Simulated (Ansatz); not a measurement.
# CsLiCr2Te2S3 (Pm) in Ansatz: convergence with k mesh

Aim: find how far k mesh must go before the results for CsLiCr2Te2S3 settle, at PBE. This setting moves, with any that are tied to it; all else stays.

Everything below comes from runs of Ansatz 0.2.0. Logs are shortened: lines on timing, memory, paths and dates and some standing lists are left out, and cuts for length are marked.

### 1 The crystal as given

It takes space group Pm (No. 6, monoclinic). Conventional cell: a = 7.057 Å, b = 3.981 Å, c = 9.084 Å, α = 90.00°, β = 107.12°, γ = 90.00°. Cs (site symmetry m) is surrounded by 3 S at 3.44 to 3.50 Å and 1 Te at 3.93 Å. Li (site symmetry m) has 3 S at 2.21 to 2.30 Å as nearest neighbours. Cr (site symmetry m) has 5 S at 2.47 to 2.63 Å and 1 Te at 2.79 Å and 2 Li at 2.81 Å as nearest neighbours. Around Cr (site symmetry m) lie 2 S at 2.34 to 2.50 Å. Te (site symmetry m) is surrounded by 3 Cr at 2.76 to 2.79 Å. Te (site symmetry m) has 1 S at 2.48 Å and 2 Cr at 2.80 Å as nearest neighbours. S (site symmetry m) has 2 Li at 2.21 Å and 1 Te at 2.48 Å and 1 Cr at 2.51 Å as nearest neighbours. S (site symmetry m) has 3 Cr at 2.34 to 2.47 Å and 1 Li at 2.63 Å as nearest neighbours.

The cell was built by a generator and needn't be a form met in nature.

### 2 With k mesh 2 × 2 × 1

The input, input.yaml:

```yaml
crystal:
  lattice:
    - [7.05684, 0.0, 0.0]
    - [0.0, 3.9806, 0.0]
    - [-2.67333, 0.0, 8.68168]
  atoms:
    - { symbol: Cs, position: [0.07739, 0.0, 0.37706] }
    - { symbol: Li, position: [0.86424, 0.5, 0.78883] }
    - { symbol: Cr, position: [0.12646, 0.0, 0.94616], spin: 3.0 }
    - { symbol: Cr, position: [0.5929, 0.5, 0.97165], spin: 3.0 }
    - { symbol: Te, position: [0.50838, 0.0, 0.1527] }
    - { symbol: Te, position: [0.55612, 0.0, 0.74893] }
    - { symbol: S, position: [0.87426, 0.0, 0.68502] }
    - { symbol: S, position: [0.25176, 0.5, 0.84402] }
    - { symbol: S, position: [0.96294, 0.5, 0.05357] }
hamiltonian:
  xc: pbe
  pseudopotentials: { kind: paw }
magnetization:
  spin_polarized: true
kpoints:
  mp_grid: { grid: [2, 2, 1] }
scf:
  occupations: { method: fermi_dirac, width: 0.05 }
output:
  forces: true
  stress: true
  eigenvalues: true
```

Potentials or basis: Ansatz PAW.

The run is started by

```console
ansatz run input.yaml --threads 8 --pin off --max-ram 20480MiB --backend cpu --events-out ev --progress --plain --runs-dir out
```

Log:

```text
Warning: RAYON_NUM_THREADS=8 ignored (pool sized by the plan → 8); use --threads N
Engine: ansatz 0.2.0, x86_64-unknown-linux-gnu
Pseudopotentials: kind: paw
Pseudopotential: Cs, paw, valence charge 9, recommended cutoff 420 eV (normal), Cs.paw.azcp
Pseudopotential: Li, paw, valence charge 3, recommended cutoff 420 eV (normal), Li.paw.azcp
Pseudopotential: Cr, paw, valence charge 14, recommended cutoff 420 eV (normal), Cr.paw.azcp
Pseudopotential: Te, paw, valence charge 16, recommended cutoff 420 eV (normal), Te.paw.azcp
Pseudopotential: S, paw, valence charge 6, recommended cutoff 420 eV (normal), S.paw.azcp
Functional definition: PBE
  parameter kappa = 0.804
  parameter beta = 0.06672455060314922
  exchange = pbe_x(kappa = kappa, mu = beta*pi^2/3)
  correlation = pbe_c(beta = beta)
Crystal: 9 atoms, lattice volume = 243.872 Å³
Basis set: ecut = 420 eV, 4787 PW (Γ), exchange–correlation on 96×54×128 points (8 copies of the dense FFT grid, shifted against one another)
Bands: 58, of which v1, the nominal top of the filled ones, is band 45 counted from 1 (44 counted from 0)
Symmetry: 2 space group operations
Space group: Pm (ITA 6), of the structure as read, at distance tolerance 6.2e-5 Å
Magnetic group: BNS 6.18 (UNI 25), of the structure as read, at distance tolerance 6.2e-5 Å
k-points: 4
Non-local potential: Cs, projectors of the file, l = 0: 3, l = 1: 2, l = 2: 2, l = 3: 2
Non-local potential: Li, projectors of the file, l = 0: 3, l = 1: 2, l = 2: 1
Non-local potential: Cr, projectors of the file, l = 0: 3, l = 1: 2, l = 2: 3, l = 3: 1
Non-local potential: Te, projectors of the file, l = 0: 2, l = 1: 2, l = 2: 2, l = 3: 2
Non-local potential: S, projectors of the file, l = 0: 2, l = 1: 2, l = 2: 2
PAW form: soft (Blöchl's): semilocal exchange-correlation on the pseudo side does not see the compensation charge
PAW one-centre angular grid: Cs, 194 points (default); XC on 64 Gauss nodes
PAW one-centre angular grid: Li, 110 points (default); XC on 64 Gauss nodes
PAW one-centre angular grid: Cr, 590 points (default); XC on 64 Gauss nodes
PAW one-centre angular grid: Te, 590 points (default); XC on 64 Gauss nodes
PAW one-centre angular grid: S, 110 points (default); XC on 64 Gauss nodes
[... 32 lines left out ...]
SCF 1 converged in 22 iterations: F = -29302.421761 eV  dr2 = 6.84e-8
SCF converged after 22 iterations
Magnetization: 5.9999 μB (48.0000 up, 42.0000 down)
Absolute magnetization: 7.2467 μB (∫|ρ↑−ρ↓|, with the PAW one-centre terms)
Spin contamination: 0.2516 ħ² per cell (⟨S²⟩ above its minimum at these occupations)
Per-site moments (μB) at R_I (Å): [(0.0013738144837683356, 1.4200953152748317), (0.001695171567427318, 0.9126230106656225), (2.8790107308295, 1.017705438882933), (2.701685021276007, 0.9671195073087884), (-0.13625225671490043, 1.1371301348846319), (-0.04423160068843784, 1.0225094104861974), (-0.02428895671240362, 0.9126230106656225), (-0.10466680046388695, 0.9671195073087884), (-0.05586654736566595, 0.9480963462325289)]
Free energy (F): -29302.421761 eV
Harris-Foulkes:  -29302.421761 eV  (|F-HF|=6.27e-8)
Internal energy: -29302.421340 eV  (E = F + TS)
E sigma→0 (E₀):  -29302.421551 eV
Entropy (-TS):   -0.000421 eV (-0.047 meV/atom)
Fermi energy:    6.965722 eV
--- Per-component energies (eV) ---
  E_band       = -1328.360257
  E_kinetic    = 1530.715480
  E_local      = -11243.621513  (includes V_loc(G=0)·N_el)
  E_nonlocal   = -372.902274
  E_hartree    = 5508.782438
  E_xc         = -1003.077945
  E_vxc        = -965.301170  (∫ρ·V_xc dr)
  E_paw        = -18609.378313  (= ΣΔE_a)
  E_vpaw       = -1294.837316  (= ΣTr[D̂ρ^β])
  E_aug_tail   = 0.000386  (compensation charges beyond the density's cutoff)
  E_ewald      = -5112.939598
  E_smearing   = -0.000421  (= −TS)
  E_closure    = 0.000000  (closes the sum)
  Σ components = -29302.421761   (vs F -29302.421761, Δ=0.00e0)
--- Forces (eV/Å), atoms counted from 1 ---
  atom   1  Cs     0.04444493     0.00000000    -0.04102480
  atom   2  Li     0.06417721     0.00000000    -0.07664288
  atom   3  Cr    -0.02248007     0.00000000     0.02952751
  atom   4  Cr    -0.01961624     0.00000000    -0.03876868
  atom   5  Te     0.04573776     0.00000000    -0.21134419
  atom   6  Te    -0.06696989     0.00000000     0.24923583
  atom   7  S     -0.06767272     0.00000000     0.08529423
  atom   8  S     -0.06333329     0.00000000     0.07613509
  atom   9  S      0.08570377     0.00000000    -0.07240675
  max |Σ_I F_I| component: 8.54e-6 eV/Å
--- Stress (GPa, compression-positive) ---
       -0.368937       0.000000       0.131105
        0.000000       1.618625       0.000000
        0.131104       0.000000      -0.294827
  P = ⅓ Tr σ = 0.3183 GPa (3.183 kbar)
--- Band table (eV; the first three rows and the last of 8) ---
  k-point 0 ↑: bands = ["-66.3473", "-66.0022", "-38.6627", "-37.6968", "-37.6924", "-37.6917", "-37.4202", "-37.3514", "-37.3198", "-30.5179", "-30.4372", "-30.4198", "-30.1856", "-30.1849", "-29.4964", "-29.4854", "-29.4761", "-29.4734", "-29.4690", "-15.5848", "-7.2202", "-6.1772", "-5.4754", "-4.2543", "-3.8560", "-2.4290", "-2.3044", "-1.9991", "1.3929", "2.0378", "2.1292", "2.6833", "2.9875", "3.2786", "3.4664", "4.0623", "4.4393", "4.6002", "4.7303", "4.7870", "5.0892", "5.1856", "5.3758", "5.4587", "5.5848", "5.9333", "6.3013", "6.6587", "7.4092", "8.1695", "8.1762", "8.5095", "8.7597", "9.2016", "9.9868", "10.7330", "11.2207", "11.5011"]
  k-point 1 ↑: bands = ["-66.3471", "-66.0021", "-38.6620", "-37.6965", "-37.6952", "-37.6924", "-37.4201", "-37.3514", "-37.3227", "-30.5168", "-30.4381", "-30.4197", "-30.1865", "-30.1818", "-29.4941", "-29.4863", "-29.4769", "-29.4734", "-29.4669", "-15.4819", "-6.8584", "-6.0244", "-5.3340", "-3.8505", "-3.5236", "-3.0030", "-2.2767", "-2.2695", "0.9555", "1.4784", "1.9246", "2.3599", "2.7970", "3.2951", "3.4522", "3.4888", "3.7178", "4.1125", "4.3418", "4.5019", "4.8471", "4.8746", "5.2744", "5.5516", "5.5523", "5.6536", "5.9404", "5.9878", "7.5193", "7.5433", "7.8760", "8.2332", "8.6254", "10.0221", "10.2384", "10.8714", "11.0804", "11.8589"]
  k-point 2 ↑: bands = ["-66.3473", "-66.0022", "-38.6627", "-37.6968", "-37.6924", "-37.6917", "-37.4203", "-37.3514", "-37.3198", "-30.5179", "-30.4372", "-30.4198", "-30.1856", "-30.1849", "-29.4964", "-29.4854", "-29.4760", "-29.4734", "-29.4690", "-15.5847", "-6.9971", "-6.4760", "-5.6578", "-3.9618", "-3.8344", "-2.3994", "-2.3016", "-1.9988", "1.0876", "2.1511", "2.5186", "2.8318", "3.0779", "3.2321", "3.5544", "3.8487", "4.1046", "4.1405", "4.3958", "5.0354", "5.0998", "5.3592", "5.4412", "5.7139", "5.9298", "5.9562", "6.2563", "6.3292", "7.3718", "7.9876", "8.2109", "8.3446", "8.4977", "9.2929", "10.4280", "10.8817", "10.9356", "11.4519"]
  k-point 3 ↓: bands = ["-63.2198", "-62.9981", "-38.6626", "-34.7486", "-34.5766", "-34.5133", "-34.4764", "-34.3825", "-34.3569", "-30.5218", "-30.4478", "-30.4284", "-30.2058", "-30.2022", "-29.5252", "-29.5226", "-29.5057", "-29.5016", "-29.4947", "-15.4812", "-6.8640", "-6.0413", "-5.4822", "-4.0324", "-3.6216", "-2.9974", "-2.2627", "-2.2334", "1.4261", "1.7959", "2.2641", "2.5012", "3.0953", "3.3747", "3.6411", "3.6673", "4.1005", "4.1940", "4.8421", "4.9408", "5.2332", "5.3452", "7.5554", "7.9818", "8.0748", "8.2179", "8.6112", "8.6415", "8.9687", "9.0019", "9.3163", "9.3395", "9.6894", "9.9529", "10.8809", "11.2055", "11.2704", "11.6498"]
```

Wall time 1.7 s (8 threads of Intel Xeon 6975P-C (Granite Rapids), shared host); peak memory 0.9 GiB.

Results:

* Free energy: -29302.4218 eV
* Pressure: 0.3 GPa
* Largest force: 0.258 eV/Å
* Band gap on the k mesh: 0.63 eV, indirect (least direct gap 0.75 eV)
* Net moment: 6.00 μB per cell
* Absolute moment: 7.25 μB per cell
* Site moments: Cs +0.00; Li +0.00; Cr +2.88, +2.70; Te -0.14, -0.04; S -0.02, -0.10, -0.06 μB

### 3 With k mesh 2 × 3 × 2

Changes to input.yaml since step 2:

```diff
@@ -21,3 +21,3 @@
 kpoints:
-  mp_grid: { grid: [2, 2, 1] }
+  mp_grid: { grid: [2, 3, 2] }
 scf:
```

Potentials or basis: Ansatz PAW.

The run is started by

```console
ansatz run input.yaml --threads 8 --pin off --max-ram 20480MiB --backend cpu --events-out ev --progress --plain --runs-dir out
```

Run time: 3.6 s. Hardware: 8 threads of Intel Xeon 6975P-C (Granite Rapids), shared host; peak memory 1 GiB.

Results:

| Item | Value |
| --- | --- |
| Free energy | -29302.6961 eV |
| Pressure | 0.1 GPa |
| Largest force | 0.046 eV/Å |
| Band gap on the k mesh | 0.49 eV, indirect (least direct gap 0.76 eV) |
| Net moment | 6.00 μB per cell |
| Absolute moment | 7.23 μB per cell |
| Site moments | Cs +0.00; Li +0.00; Cr +2.89, +2.69; Te -0.13, -0.04; S -0.03, -0.11, -0.05 μB |

### 4 With k mesh 3 × 4 × 2

Changes to input.yaml since step 3:

```diff
@@ -21,3 +21,3 @@
 kpoints:
-  mp_grid: { grid: [2, 3, 2] }
+  mp_grid: { grid: [3, 4, 2] }
 scf:
```

The run is started by

```console
ansatz run input.yaml --threads 8 --pin off --max-ram 20480MiB --backend cpu --events-out ev --progress --plain --runs-dir out
```

Run time: 5.5 s. Hardware: 8 threads of Intel Xeon 6975P-C (Granite Rapids), shared host; peak memory 1.2 GiB.

What came out:

```yaml
Free_energy: -29302.7121 eV
Pressure: 0.1 GPa
Largest_force: 0.023 eV/Å
Band_gap_on_the_k_mesh: 0.56 eV, indirect (least direct gap 0.76 eV)
Net_moment: 6.00 μB per cell
Absolute_moment: 7.21 μB per cell
Site_moments: Cs +0.00; Li +0.00; Cr +2.89, +2.69; Te -0.13, -0.04; S -0.03, -0.10, -0.05 μB
```

### 5 With k mesh 3 × 5 × 3

Changes to input.yaml since step 4:

```diff
@@ -21,3 +21,3 @@
 kpoints:
-  mp_grid: { grid: [3, 4, 2] }
+  mp_grid: { grid: [3, 5, 3] }
 scf:
```

The run is started by

```console
ansatz run input.yaml --threads 8 --pin off --max-ram 20480MiB --backend cpu --events-out ev --progress --plain --runs-dir out
```

It took 7.3 s on 8 threads of Intel Xeon 6975P-C (Granite Rapids), shared host; peak memory 1.3 GiB.

What came out:

- Free energy: -29302.7318 eV
- Pressure: 0.0 GPa
- Largest force: 0.012 eV/Å
- Band gap on the k mesh: 0.60 eV, indirect (least direct gap 0.77 eV)
- Net moment: 6.00 μB per cell
- Absolute moment: 7.21 μB per cell
- Site moments: Cs +0.00; Li +0.00; Cr +2.89, +2.69; Te -0.13, -0.04; S -0.03, -0.10, -0.05 μB

### 6 With k mesh 4 × 6 × 3

Changes to input.yaml since step 5:

```diff
@@ -21,3 +21,3 @@
 kpoints:
-  mp_grid: { grid: [3, 5, 3] }
+  mp_grid: { grid: [4, 6, 3] }
 scf:
```

Potentials or basis: Ansatz PAW.

The run is started by

```console
ansatz run input.yaml --threads 8 --pin off --max-ram 20480MiB --backend cpu --events-out ev --progress --plain --runs-dir out
```

It took 13 s on 8 threads of Intel Xeon 6975P-C (Granite Rapids), shared host; peak memory 1.5 GiB.

It converged, with:

```yaml
Free_energy: -29302.7407 eV
Pressure: 0.0 GPa
Largest_force: 0.009 eV/Å
Band_gap_on_the_k_mesh: 0.51 eV, indirect (least direct gap 0.77 eV)
Net_moment: 6.00 μB per cell
Absolute_moment: 7.21 μB per cell
Site_moments: Cs +0.00; Li +0.00; Cr +2.89, +2.69; Te -0.13, -0.04; S -0.03, -0.10, -0.05 μB
```

### 7 With k mesh 5 × 8 × 4

Changes to input.yaml since step 6:

```diff
@@ -21,3 +21,3 @@
 kpoints:
-  mp_grid: { grid: [4, 6, 3] }
+  mp_grid: { grid: [5, 8, 4] }
 scf:
```

The run is started by

```console
ansatz run input.yaml --threads 8 --pin off --max-ram 20480MiB --backend cpu --events-out ev --progress --plain --runs-dir out
```

It took 24 s on 8 threads of Intel Xeon 6975P-C (Granite Rapids), shared host; peak memory 2.1 GiB.

It converged, with:

- Free energy: -29302.7436 eV
- Pressure: 0.0 GPa
- Largest force: 0.010 eV/Å
- Band gap on the k mesh: 0.51 eV, indirect (least direct gap 0.76 eV)
- Net moment: 6.00 μB per cell
- Absolute moment: 7.21 μB per cell
- Site moments: Cs +0.00; Li +0.00; Cr +2.89, +2.69; Te -0.13, -0.04; S -0.03, -0.10, -0.05 μB

### 8 With k mesh 6 × 9 × 5

Changes to input.yaml since step 7:

```diff
@@ -21,3 +21,3 @@
 kpoints:
-  mp_grid: { grid: [5, 8, 4] }
+  mp_grid: { grid: [6, 9, 5] }
 scf:
```

The run is started by

```console
ansatz run input.yaml --threads 8 --pin off --max-ram 20480MiB --backend cpu --events-out ev --progress --plain --runs-dir out
```

Run time: 36 s. Hardware: 8 threads of Intel Xeon 6975P-C (Granite Rapids), shared host; peak memory 2.6 GiB.

Results (log left out):

```
Free energy            : -29302.7441 eV
Pressure               : 0.0 GPa
Largest force          : 0.010 eV/Å
Band gap on the k mesh : 0.50 eV, indirect (least direct gap 0.76 eV)
Net moment             : 6.00 μB per cell
Absolute moment        : 7.21 μB per cell
Site moments           : Cs +0.00; Li +0.00; Cr +2.89, +2.69; Te -0.13, -0.04; S -0.03, -0.10, -0.05 μB
```

### 9 With k mesh 7 × 11 × 5

Changes to input.yaml since step 8:

```diff
@@ -21,3 +21,3 @@
 kpoints:
-  mp_grid: { grid: [6, 9, 5] }
+  mp_grid: { grid: [7, 11, 5] }
 scf:
```

Potentials or basis: Ansatz PAW.

The run is started by

```console
ansatz run input.yaml --threads 8 --pin off --max-ram 20480MiB --backend cpu --events-out ev --progress --plain --runs-dir out
```

Wall time 49 s (8 threads of Intel Xeon 6975P-C (Granite Rapids), shared host); peak memory 3.2 GiB.

The run converged. Its results:

```yaml
Free_energy: -29302.7444 eV
Pressure: 0.0 GPa
Largest_force: 0.010 eV/Å
Band_gap_on_the_k_mesh: 0.48 eV, indirect (least direct gap 0.77 eV)
Net_moment: 6.00 μB per cell
Absolute_moment: 7.21 μB per cell
Site_moments: Cs +0.00; Li +0.00; Cr +2.89, +2.69; Te -0.13, -0.04; S -0.03, -0.10, -0.05 μB
```

### 10 Result

```csv
k mesh,"energy less the tightest run, at zero smearing (meV/atom)",pressure (GPa),largest force (eV/Å),absolute moment (μB),gap on the mesh (eV),SCF cycles,CPU time (s),peak memory (GiB)
2 × 2 × 1,35.86,0.32,0.258,7.25,0.630,22,11,0.9
2 × 3 × 2,5.40,0.09,0.046,7.23,0.494,22,25,1
3 × 4 × 2,3.60,0.05,0.023,7.21,0.562,23,40,1.2
3 × 5 × 3,1.40,0.04,0.012,7.21,0.598,23,54,1.3
4 × 6 × 3,0.42,0.03,0.009,7.21,0.509,23,98,1.5
5 × 8 × 4,0.09,0.02,0.010,7.21,0.508,23,190,2.1
6 × 9 × 5,0.04,0.02,0.010,7.21,0.502,23,280,2.6
7 × 11 × 5,0.00,0.01,0.010,7.21,0.483,23,380,3.2
```

Against the tightest run, the energy stays within 1 meV/atom from 4 × 6 × 3 on; the pressure stays within 0.1 GPa from 2 × 3 × 2 on; the largest force stays within 0.005 eV/Å from 3 × 5 × 3 on; the absolute moment stays within 0.02 μB from 3 × 4 × 2 on. Not settled before the last step: the gap on the mesh (to 0.01 eV). Meshes of other sizes hit other points, so gaps and Fermi surfaces needn't settle smoothly. The tightest run that finished is the yardstick and may itself not be fully converged.

Caveats: odd divisions of the mesh miss points on the zone boundary, where band edges often lie, so the gap on the mesh can be too wide; spin-orbit coupling is left out, which moves the levels of the heavy elements; only a ferromagnetic start was run, and an antiferromagnetic order may lie lower in energy.
